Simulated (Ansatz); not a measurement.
**SiSnO4: the cell at several levels of theory**

How does the equilibrium cell of SiSnO4 in the rutile host structure depend on the functional? It is relaxed with PBE, r2SCAN and PBEsol. This is a trial cell built on a prototype, not taken from a measured structure, and it needn't be the compound's ground state.

Program: Ansatz 0.2.0. PAW datasets, plane waves, zero pressure. The structure was generated, not taken from experiment, and needn't be the ground state; spin polarisation is off.

### Step 1. The system as given

It is orthorhombic, Cmmm (No. 65); a = 6.481 Å, b = 6.481 Å, c = 3.085 Å in the conventional setting, 10.80 Å³ an atom. Near Si stand 6 O at 1.98–1.99 Å; near Sn stand 6 O at 1.98–1.99 Å; near O stand 1 Si at 1.98 Å and 2 Sn at 1.99 Å; near O stand 1 Sn at 1.98 Å and 2 Si at 1.99 Å.

The structure in full:

```cif
data_structure
_symmetry_space_group_name_H-M 'Cmmm'
_symmetry_Int_Tables_number 65
_cell_length_a 6.4812
_cell_length_b 6.4812
_cell_length_c 3.0850
_cell_angle_alpha 90.000
_cell_angle_beta 90.000
_cell_angle_gamma 90.000
_cell_volume 129.59
loop_
_atom_site_label
_atom_site_type_symbol
_atom_site_symmetry_multiplicity
_atom_site_Wyckoff_symbol
_atom_site_fract_x
_atom_site_fract_y
_atom_site_fract_z
_atom_site_occupancy
Si1 Si 2 c 0.00000 0.50000 0.50000 1
Sn1 Sn 2 a 0.00000 0.00000 0.00000 1
O1 O 4 j 0.00000 0.19403 0.50000 1
O2 O 4 g 0.19403 0.50000 0.00000 1
```

### Step 2. Relaxation with PBE

File input.yaml:

```yaml
crystal:
  lattice:
    - [3.24059163, -3.24059163, 0.0]
    - [3.24059163, 3.24059163, 0.0]
    - [0.0, 0.0, 3.0850316]
  atoms:
    - { symbol: Si, position: [0.5, 0.5, 0.5] }
    - { symbol: Sn, position: [0.0, 0.0, 0.0] }
    - { symbol: O, position: [0.1940277, 0.1940277, 0.5] }
    - { symbol: O, position: [0.8059723, 0.8059723, 0.5] }
    - { symbol: O, position: [0.6940277, 0.3059723, 0.0] }
    - { symbol: O, position: [0.3059723, 0.6940277, 0.0] }
kpoints:
  mp_grid: { grid: [6, 6, 8] }
hamiltonian:
  xc: pbe
scf:
  occupations: { method: fermi_dirac, width: 0.02 }
relax:
  f_tol: 0.005
  cell: {}
output:
  write_density: true
  write_potential: true
  elf: true
  volumetric_format: npy
```

Launch:

```sh
> ansatz run input.yaml --threads 2 --pin off --max-ram 18432MiB --backend cpu --events-out ev --progress --plain --runs-dir out
```

Further steps of the session: r2SCAN: cell and atoms; Relaxing with PBEsol.

Q: Predict the outcome of this session. Wanted: for each run, a; b; c; volume; space group; SCF geometries.

As calculated:

| level | a (Å) | b (Å) | c (Å) | volume (Å³/atom) | space group | SCF geometries |
| --- | --- | --- | --- | --- | --- | --- |
| PBE | 6.326 | 6.503 | 2.976 | 10.201 | Cmmm | 11 |
| r2SCAN | 6.250 | 6.422 | 2.945 | 9.849 | Cmmm | 8 |
| PBEsol | 6.271 | 6.433 | 2.953 | 9.926 | Cmmm | 8 |

In words: The first relaxation changed the volume by -5.5 % from the start. r2SCAN gives the smallest cell and PBE the largest; they differ by 3.6 % in volume, a mean of 1.2 % in length.
